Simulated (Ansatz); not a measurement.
# H3O+ with HBr: superposition error and deformation, part 3 of 3

Ansatz 0.2.0, Gaussian basis.

**25. B97M-V/def2-TZVPPD**

The inputs:

free-a/in.yaml

```yaml
crystal:
  periodic: [false, false, false]
  atoms:
    - {symbol: O, position_ang: [-0.139608, 0.081030, -1.055106]}
    - {symbol: H, position_ang: [0.367752, 0.789254, -1.499968]}
    - {symbol: H, position_ang: [0.102259, -0.029154, -0.113690]}
    - {symbol: H, position_ang: [-0.136592, -0.761627, -1.551912]}
basis:
  gaussian: {orbitals: "def2-TZVPPD.json"}
total_charge: 1
hamiltonian: {xc: {name: B97M-V}}
```

free-b/in.yaml

```yaml
crystal:
  periodic: [false, false, false]
  atoms:
    - {symbol: Br, position_ang: [0.542550, -0.238824, 1.873807]}
    - {symbol: H, position_ang: [-0.736361, 0.159321, 2.346870]}
basis:
  gaussian: {orbitals: "def2-TZVPPD.json"}
hamiltonian: {xc: {name: B97M-V}}
```

Each run has its own folder and the same command.

Started as:

```sh
$ ansatz run in.yaml --threads 2 --pin off --events-out ev --progress --plain --max-ram 5222MiB
```

Output in free-a (excerpt; [...] marks lines left out):

```text
Functional definition: B97M-V
  name "B97M-V"
  cite "Mardirossian & Head-Gordon, J. Chem. Phys. 142, 074111 (2015) doi:10.1063/1.4907719"
  cite "Becke, J. Chem. Phys. 107, 8554 (1997) doi:10.1063/1.475007"
  cite "Vydrov & Van Voorhis, J. Chem. Phys. 133, 244103 (2010) doi:10.1063/1.3521275"
  # Of w^i u^j: cxij and so on, Table III.
[...]
  gx(w, u) = cx00 + cx01*u + cx02*u^2 + (cx10 + cx11*u)*w
[...]
  gos(w, u) = cos00 + cos01*u + cos03*u^3 + cos10*w + cos32*w^3*u^2
[...]
      + integral(e_c_pw_mod_opposite_spin*gos(b97_w_opposite, b97_u_opposite)) + vv10(b, c)
361 factors; their error is unknown
[...]
mean field -2087.48410383 eV, -76.7136258682 hartree, gradient 4.2e-5 eV, S^2 0.000000; 0 other end points of the search recorded, 0 dependent functions left out
reference -2087.48413744 eV, -76.7136271033 hartree; 5, 5 occupied and 86, 86 virtual orbitals, 361 factors
Total energy: -2087.48413744 eV, -76.7136271033 hartree
```

Output in free-b (excerpt; [...] marks lines left out):

```text
[... 5 set-up lines as earlier in the session ...]
  # Of w^i u^j: cxij and so on, Table III.
[...]
  gx(w, u) = cx00 + cx01*u + cx02*u^2 + (cx10 + cx11*u)*w
[...]
  gos(w, u) = cos00 + cos01*u + cos03*u^3 + cos10*w + cos32*w^3*u^2
[...]
      + integral(e_c_pw_mod_opposite_spin*gos(b97_w_opposite, b97_u_opposite)) + vv10(b, c)
479 factors; their error is unknown
[...]
mean field -70050.15837705 eV, -2574.2958386538 hartree, gradient 2.3e-5 eV, S^2 0.000000; 0 other end points of the search recorded, 0 dependent functions left out
reference -70050.15844091 eV, -2574.2958410008 hartree; 18, 18 occupied and 56, 56 virtual orbitals, 479 factors
Total energy: -70050.15844091 eV, -2574.2958410008 hartree
```

They took 0.6 s (free-a), 0.7 s (free-b) on 2 threads of AMD EPYC 9R45, shared host.

**26. HSE06-D4/def2-TZVPPD**

The same edit goes into each in.yaml of step 25 (free-a, free-b):

```diff
-hamiltonian: {xc: {name: B97M-V}}
+hamiltonian: {xc: hse06, dispersion: d4}
```

One command serves all of them, each in its own folder.

Started as:

```sh
$ ansatz run in.yaml --threads 2 --pin off --events-out ev --progress --plain --max-ram 5222MiB
```

Log of free-a (excerpt; [...] marks lines left out):

```text
[... 6 set-up lines as earlier in the session ...]
[...]
  # The whole range is PBE's own exchange, as in plane waves. The composition of these papers is wPBEh.
[...]
361 factors; their error is unknown
44 factors; integrals over basis functions are off by at most 6.8e-6 eV
[...]
mean field -2085.89730347 eV, -76.6553120305 hartree, gradient 2.7e-5 eV, S^2 0.000000; 0 other end points of the search recorded, 0 dependent functions left out
reference -2085.89732698 eV, -76.6553128946 hartree; 5, 5 occupied and 86, 86 virtual orbitals, 361 factors
Total energy: -2085.90122976 eV, -76.6554563191 hartree
```

free-b printed (excerpt; [...] marks lines left out):

```text
[... 6 set-up lines as earlier in the session ...]
[...]
531 factors; their error is unknown
36 factors; integrals over basis functions are off by at most 9.7e-5 eV
[...]
mean field -70054.73058586 eV, -2574.4638642286 hartree, gradient 8.9e-5 eV, S^2 0.000000; 0 other end points of the search recorded, 0 dependent functions left out
reference -70054.73062369 eV, -2574.4638656186 hartree; 18, 18 occupied and 56, 56 virtual orbitals, 531 factors
Total energy: -70054.73569806 eV, -2574.4640520983 hartree
```

Wall times: 0.35 s (free-a), 0.4 s (free-b) on 2 threads of AMD EPYC 9R45, shared host.

**27. CCSD(T)/def2-TZVPPD**

The same edit goes into each in.yaml of step 26 (free-a, free-b):

```diff
-hamiltonian: {xc: hse06, dispersion: d4}
+correlation: {method: ccsd_t}
```

One command serves all of them, each in its own folder.

Started as:

```sh
$ ansatz run in.yaml --threads 2 --pin off --events-out ev --progress --plain --max-ram 5222MiB
```

Log of free-a (excerpt; [...] marks lines left out):

```text
[... 4 set-up lines as earlier in the session ...]
[...]
512 factors; integrals over basis functions are off by at most 1.1e-3 eV
[...]
mean field -2077.40594901 eV, -76.3432605097 hartree, gradient 8.8e-7 eV, S^2 0.000000; 0 other end points of the search recorded, 0 dependent functions left out
1 core orbitals not correlated: weight in the atoms' cores, before any rotation towards them, 1.000 or more for the frozen orbitals, at most 0.000 for the correlated occupied ones
reference -2077.40594901 eV, -76.3432605097 hartree; 4, 4 occupied and 86, 86 virtual orbitals, 512 factors
second order -6.96287704 eV of doubles, -0.00000000 eV of singles
cycle   1  -7.05839927 eV  change   -9.6e-2 eV  update   3.6e-2
[...]
cycle   8  -7.19871171 eV  change    5.9e-7 eV  update   6.7e-6
perturbative correction -0.18634466 eV, -0.0068480400 hartree
Total energy: -2084.79100538 eV, -76.6146563256 hartree
```

Output in free-b (excerpt; [...] marks lines left out):

```text
[... 4 set-up lines as earlier in the session ...]
[...]
448 factors; integrals over basis functions are off by at most 1.5e-3 eV
[...]
mean field -70014.95853271 eV, -2573.0022682335 hartree, gradient 1.7e-6 eV, S^2 0.000000; 0 other end points of the search recorded, 0 dependent functions left out
9 core orbitals not correlated: weight in the atoms' cores, before any rotation towards them, 1.000 or more for the frozen orbitals, at most 0.000 for the correlated occupied ones
reference -70014.95853271 eV, -2573.0022682335 hartree; 9, 9 occupied and 56, 56 virtual orbitals, 448 factors
second order -7.87999892 eV of doubles, -0.00000000 eV of singles
cycle   1  -7.96291082 eV  change   -8.3e-2 eV  update   4.5e-2
[...]
cycle   7  -8.14975352 eV  change    2.9e-6 eV  update   1.3e-5
perturbative correction -0.24559927 eV, -0.0090256065 hartree
Total energy: -70023.35388549 eV, -2573.3107917577 hartree
```

They took 0.6 s (free-a), 0.55 s (free-b) on 2 threads of AMD EPYC 9R45, shared host.

**28. The split**

```tsv
method	interaction with counterpoise (kcal/mol)	without	superposition error	deformation	binding energy
PBE-D4	-21.40	-21.53	0.13	1.72	-19.68
revPBE-D4	-20.64	-20.76	0.12	1.73	-18.91
BLYP-D4	-20.26	-20.39	0.13	1.58	-18.68
r2SCAN-D4	-20.11	-20.24	0.13	2.33	-17.78
B97M-V	-18.91	-19.05	0.14	2.62	-16.29
PBE0-D4	-20.17	-20.30	0.12	2.44	-17.74
B3LYP-D4	-19.58	-19.71	0.13	2.19	-17.39
HSE06-D4	-20.20	-20.32	0.12	2.43	-17.77
wB97X-V	-18.36	-18.48	0.12	2.35	-16.01
wB97M-V	-18.12	-18.24	0.12	2.36	-15.77
B2PLYP	-17.98	-18.51	0.52	2.36	-15.62
Hartree-Fock	-13.05	-13.17	0.12	3.67	-9.38
MP2	-17.39	-18.87	1.48	2.47	-14.92
CCSD	-16.26	-17.62	1.36	2.59	-13.67
CCSD(T)	-16.93	-18.40	1.46	2.44	-14.49
```

**29. Results**

What follows sums up all 3 parts.

| quantity | value |
| --- | --- |
| interaction, CCSD(T) | -16.93 kcal/mol |
| superposition error | 1.46 kcal/mol |
| deformation | 2.44 kcal/mol |
| binding energy | -14.49 kcal/mol |

**Reading.** In this basis the superposition error is 1.46 kcal/mol for CCSD(T) and 0.13 kcal/mol on average for the plain functionals: correlated methods borrow far more, since they need many more functions to converge. Deformation takes back 14 % of the interaction.
